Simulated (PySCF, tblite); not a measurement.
# C₆H₉O radical: geometry, infrared bands and EPR parameters

Aim: predict the infrared bands and EPR parameters of C₆H₉O radical (`C[C]1CC=C(C)O1`).

Programs: tblite 0.8.0 and PySCF 2.14.0, with density-fitted response routines of our own. Each step states its level of theory. These are calculated values for one molecule in the gas phase, unless marked as measured. Atoms count from 0, in the outputs and in this text.

## (1) The starting structure

16 atoms, charge 0, multiplicity 2; geometry from: force field or distance geometry start.

Bonds of the start (Å): C0–C1 1.51, C1–C2 1.51, C2–C3 1.49, C3–C4 1.33, C4–C5 1.48, C4–O6 1.39, O6–C1 1.44, C0–H7 1.12, C0–H8 1.13, C0–H9 1.12, C2–H10 1.11, C2–H11 1.12, C3–H12 1.10, C5–H13 1.12, C5–H14 1.09, C5–H15 1.12.

## (2) Geometry optimisation with GFN2-xTB

The job: settings as JSON, then the geometry in Å.

```
{"job": {"kind": "relax", "xc": "GFN2-xTB", "basis": "xTB"}, "charge": 0, "multiplicity": 2}
C     -1.824400    -0.703400    -0.419000
C     -1.126900     0.528100    -0.940700
C     -0.758100     1.511500     0.138000
C      0.403300     0.788900     0.721000
C      0.937200    -0.021200    -0.183600
C      2.110300    -0.891600     0.060600
O      0.200500     0.142100    -1.347500
H     -2.428000    -0.520500     0.504300
H     -2.462200    -1.172400    -1.222100
H     -1.111800    -1.512700    -0.130200
H     -1.561300     1.707600     0.873600
H     -0.337400     2.456400    -0.301200
H      0.702200     0.934900     1.768200
H      2.062600    -1.341800     1.081300
H      2.163700    -1.653000    -0.713200
H      3.022900    -0.244000     0.099400
```

Run with:

```console
$ OMP_NUM_THREADS=1 python probes_run.py task.json out
```

This one command runs all jobs of the session in turn.

**Question.** This job is followed by: GFN2-xTB harmonic vibrations, gas phase; UKS B3LYP, pcH-1 on C H O, non-relativistic, mean-field spin-orbit, GIAO. What will the session give for the following? strongest single infrared mode (GFN2-xTB); zero-point energy (GFN2-xTB); g(iso) (B3LYP); ⟨S²⟩; largest a(iso) (averaged by class); surface potential, 1st and 99th percentile.

**Answer**, as computed:

| quantity | value |
| --- | --- |
| strongest single infrared mode (GFN2-xTB) | 1279 cm⁻¹, 90 km/mol |
| zero-point energy (GFN2-xTB) | 82.3 kcal/mol |
| g(iso) (B3LYP) | 2.00296 |
| ⟨S²⟩ | 0.755 (exact 0.75) |
| largest a(iso) (averaged by class) | 1H on H10, H11, 136.5 MHz |
| surface potential, 1st and 99th percentile | -1.13 V and 0.79 V |

**Reading.** Over 110 steps the energy fell by 1.595 eV; of the close pairs, C1–O6 changed most, 1.441 to 1.373 Å. All 42 modes are real, so the xTB geometry is a minimum. The strongest single mode, at 1279 cm⁻¹, is spread over many atoms; the largest shares are those of C4, C1. Unscaled tight-binding wavenumbers are off by several per cent, some by more. Its intensities can rank the bands wrongly. Most of the unpaired spin sits on C1 (0.85 e). The isotropic g lies 0.6 ppt above the free-electron value.
